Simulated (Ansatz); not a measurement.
# HfS: the cost of one run

Method: def2-QZVPP, core rule «outside noble gas», up to 9 orbitals frozen; program: Ansatz 0.2.0, Gaussian basis.

The runs, in order: UHF; ROHF; CCSD(T) on UHF.

2 further runs of the same task are left out: 2 set aside as unsound or not needed.

## (1) The system

The geometry is a PBE0/def2-TZVP stationary point (not a proven minimum) of the parent state, kept for this charge and spin. No spin-orbit coupling is included. Elements past krypton take def2 core potentials.

2 atoms, charge 0, spin multiplicity 3.

Atoms are counted from 1 here; the program's logs count them from 0.

Bond lengths: Hf1–S2 2.164 Å.

## (2) UHF

The input, in.yaml:

```yaml
crystal:
  periodic: [false, false, false]
  atoms:
    - {symbol: Hf, position_ang: [0.000000, 0.000000, 0.000000]}
    - {symbol: S, position_ang: [0.000000, 0.000000, 2.163711]}
basis:
  gaussian: {orbitals: "def2-QZVPP.json"}
magnetization: {spin_polarized: true, initial_magnetization: 2}
hamiltonian: {xc: hf}
output: {orbitals: {seedname: orbitals}}
```

Launch:

```
$ ansatz run in.yaml --threads 1 --pin off --events-out ev --progress --plain --max-ram 4096MiB --backend cpu
```

What time and memory should one allow on 1 thread of AMD EPYC 7R13, shared host?

About 16 s, with a peak of 0.41 GiB.
